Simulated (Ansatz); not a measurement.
**Molecular dynamics of Si**

Input:

```yaml
accuracy: low
crystal:
  lattice:
    - [0.0, 5.519032, 5.519032]
    - [5.519032, 0.0, 5.519032]
    - [5.519032, 5.519032, 0.0]
  atoms:
    - { symbol: Si, position: [0.00020409, -0.18986033, -0.0372659] }
    - { symbol: Si, position: [0.24411806, 0.10283527, 0.11604683] }
    - { symbol: Si, position: [0.00905071, -0.04830077, 0.43239572] }
    - { symbol: Si, position: [0.08880922, 0.01029272, 0.65891912] }
    - { symbol: Si, position: [-0.11103748, 0.62060507, -0.04071455] }
    - { symbol: Si, position: [0.14715758, 0.48419792, 0.13990492] }
    - { symbol: Si, position: [-0.04488726, 0.43409229, 0.53520535] }
    - { symbol: Si, position: [0.13455024, 0.56628147, 0.61102535] }
    - { symbol: Si, position: [0.52441843, 0.21520246, -0.14487003] }
    - { symbol: Si, position: [0.72387894, 0.17942528, 0.1546959] }
    - { symbol: Si, position: [0.43475293, 0.03783647, 0.37875463] }
    - { symbol: Si, position: [0.61000456, -0.00038016, 0.64644745] }
    - { symbol: Si, position: [0.49726154, 0.53076957, -0.0248805] }
    - { symbol: Si, position: [0.48210372, 0.61685262, 0.22844826] }
    - { symbol: Si, position: [0.50194054, 0.52446296, 0.5425789] }
    - { symbol: Si, position: [0.6300548, 0.67877874, 0.63932366] }
basis:
  ecutwfc: 420.0
kpoints:
  mp_grid: { grid: [2, 2, 2] }
hamiltonian:
  xc: lda
scf:
  occupations: { method: fermi_dirac, width: 0.24 }
  lower_state_search: "off"
md:
  timestep: 3.0
  n_steps: 110
  ensemble: npt_langevin
  temperature: 1960.0
  initial_velocities: maxwell_boltzmann
  seed: 805016
  friction: 0.005
  pressure: 1.0
  fix_cell: []
```

Run as:

```bash
$ ansatz run input.yaml --threads 1 --pin off --max-ram 3072MiB --backend cpu --events-out ev --progress --plain --runs-dir out
```

It goes on from the last frame of an earlier run, with new velocities.

Output, in part (step lines):

```
md step     0: t =     0.00 fs  T =  1837.5 K  F+E_penalty+E_count = -9727.22527669 eV  E_kin = 3.800244 eV  conserved = -9722.30915299 eV  P_inst = -2.8807 GPa  V = 336.2163 Å³  selection 1  (8 SCF iters)
md step     1: t =     3.00 fs  T =  1733.8 K  F+E_penalty+E_count = -9726.87439364 eV  E_kin = 3.585806 eV  conserved = -9722.30400446 eV  P_inst = -2.5244 GPa  V = 336.1230 Å³  selection 1  (7 SCF iters)
md step     2: t =     6.00 fs  T =  1914.6 K  F+E_penalty+E_count = -9726.70620472 eV  E_kin = 3.959753 eV  conserved = -9722.30721831 eV  P_inst = -2.2146 GPa  V = 335.8774 Å³  selection 1  (7 SCF iters)
md step     3: t =     9.00 fs  T =  1819.0 K  F+E_penalty+E_count = -9726.74298481 eV  E_kin = 3.762056 eV  conserved = -9722.31134184 eV  P_inst = -2.3255 GPa  V = 335.5780 Å³  selection 1  (7 SCF iters)
md step     4: t =    12.00 fs  T =  1890.6 K  F+E_penalty+E_count = -9726.88319823 eV  E_kin = 3.910075 eV  conserved = -9722.31758068 eV  P_inst = -2.4679 GPa  V = 335.3029 Å³  selection 1  (7 SCF iters)
md step     5: t =    15.00 fs  T =  1982.6 K  F+E_penalty+E_count = -9727.05305664 eV  E_kin = 4.100384 eV  conserved = -9722.31749110 eV  P_inst = -2.6972 GPa  V = 335.0709 Å³  selection 1  (5 SCF iters)
md step     6: t =    18.00 fs  T =  2233.7 K  F+E_penalty+E_count = -9727.25014942 eV  E_kin = 4.619641 eV  conserved = -9722.31975873 eV  P_inst = -2.9092 GPa  V = 334.8107 Å³  selection 1  (6 SCF iters)
md step     7: t =    21.00 fs  T =  2335.3 K  F+E_penalty+E_count = -9727.46837898 eV  E_kin = 4.829857 eV  conserved = -9722.32089517 eV  P_inst = -3.2514 GPa  V = 334.4881 Å³  selection 1  (6 SCF iters)
[... lines left out ...]
```

The steps, from the saved trajectory:

| time (fs) | T (K) | potential energy less start (eV) | conserved less start (meV/atom) | P (GPa) | volume (Å³) |
| --- | --- | --- | --- | --- | --- |
| 0.0 | 1838 | 0.000 | 0.00 | -2.9 | 336.2 |
| 9.0 | 1819 | 0.482 | -0.14 | -2.3 | 335.6 |
| 18.0 | 2234 | -0.025 | -0.66 | -2.9 | 334.8 |
| 27.0 | 2346 | -0.568 | -1.00 | -3.9 | 333.8 |
| 36.0 | 2216 | -0.498 | -0.46 | -3.9 | 332.1 |
| 45.0 | 2189 | -0.349 | -0.74 | -3.1 | 329.8 |
| 54.0 | 2074 | 0.103 | -0.38 | -1.6 | 327.4 |
| 63.0 | 1891 | 0.286 | -0.28 | -0.7 | 325.2 |
| 72.0 | 2079 | -0.177 | -0.74 | -0.8 | 323.2 |
| 81.0 | 2105 | -0.586 | -1.46 | -0.9 | 321.3 |
| 90.0 | 1540 | 0.095 | -0.32 | 0.1 | 319.2 |
| 99.0 | 1655 | 0.131 | -0.22 | 0.3 | 317.1 |
| 108.0 | 1945 | -0.666 | -0.76 | -1.0 | 315.2 |
| 117.0 | 2084 | -1.158 | -0.74 | -2.2 | 313.5 |
| 126.0 | 2067 | -1.212 | -0.61 | -2.8 | 311.4 |
| 135.0 | 1992 | -0.881 | -0.47 | -2.9 | 309.1 |
| 144.0 | 1726 | -0.450 | -0.34 | -3.0 | 306.7 |
| 153.0 | 1736 | -0.228 | -0.50 | -3.2 | 304.2 |
| 162.0 | 1646 | -0.421 | -0.85 | -3.5 | 301.7 |
| 171.0 | 1745 | -0.546 | -0.80 | -3.1 | 299.2 |
| 180.0 | 1786 | -0.609 | -0.60 | -2.4 | 297.0 |
| 189.0 | 1704 | -0.660 | -0.70 | -1.2 | 294.9 |
| 198.0 | 1502 | -0.489 | -0.62 | 0.3 | 292.6 |
| 207.0 | 1520 | -0.633 | -0.35 | 1.2 | 290.2 |
| 216.0 | 1943 | -1.397 | -0.96 | 1.3 | 287.9 |
| 225.0 | 2253 | -1.611 | -0.88 | 1.7 | 285.4 |
| 234.0 | 1994 | -1.653 | -0.68 | 1.9 | 283.1 |
| 243.0 | 1994 | -1.770 | -1.01 | 2.3 | 280.9 |
| 252.0 | 1635 | -1.664 | -0.64 | 2.6 | 278.9 |
| 261.0 | 1588 | -1.566 | -0.24 | 2.8 | 277.3 |
| 270.0 | 1529 | -1.894 | -0.30 | 2.1 | 275.7 |
| 279.0 | 1713 | -2.105 | -0.68 | 1.7 | 274.1 |
| 288.0 | 1450 | -1.726 | -0.34 | 1.9 | 272.4 |
| 297.0 | 1529 | -1.461 | 0.13 | 2.8 | 270.7 |
| 306.0 | 1886 | -1.982 | -0.40 | 3.0 | 269.2 |
| 315.0 | 2192 | -2.471 | -0.94 | 3.6 | 268.2 |
| 324.0 | 2149 | -2.260 | -0.55 | 4.8 | 267.4 |

The run went to its last step. The conserved energy stayed within 1.5 meV per atom of its start (net change -0.33 meV per atom), so the integration is sound. A run of 0.33 ps of so small a system gives no equilibrium averages. Limits of this set-up: coarse k mesh, low accuracy level. The cell's volume went from 336 to 267 Å³.

Mean squared displacements from the first frame to the last, about the centre of mass, the cell's change included: Si 2.07 Å².

Last frame:

```xyz
16
Lattice="-0.3377 5.1272 5.2025 4.6418 -0.3817 5.2464 4.5143 5.0437 -0.2542" Properties=species:S:1:pos:R:3
Si -1.346 -0.022 -0.773
Si 1.673 1.137 1.901
Si 2.014 2.777 0.247
Si 4.016 3.760 0.994
Si 3.050 -0.456 1.970
Si 3.750 1.400 0.924
Si 6.616 3.430 0.031
Si 5.147 3.928 3.119
Si 0.277 2.050 3.817
Si 0.542 5.498 4.395
Si 1.669 5.455 2.304
Si 3.194 4.779 4.141
Si 3.217 2.478 3.210
Si 4.826 3.087 6.927
Si 5.314 5.040 5.033
Si 7.595 6.252 6.087
```

The run took 8.4 min on 1 thread of Arm Neoverse V2, with other jobs on the host, peak memory 0.58 GiB.
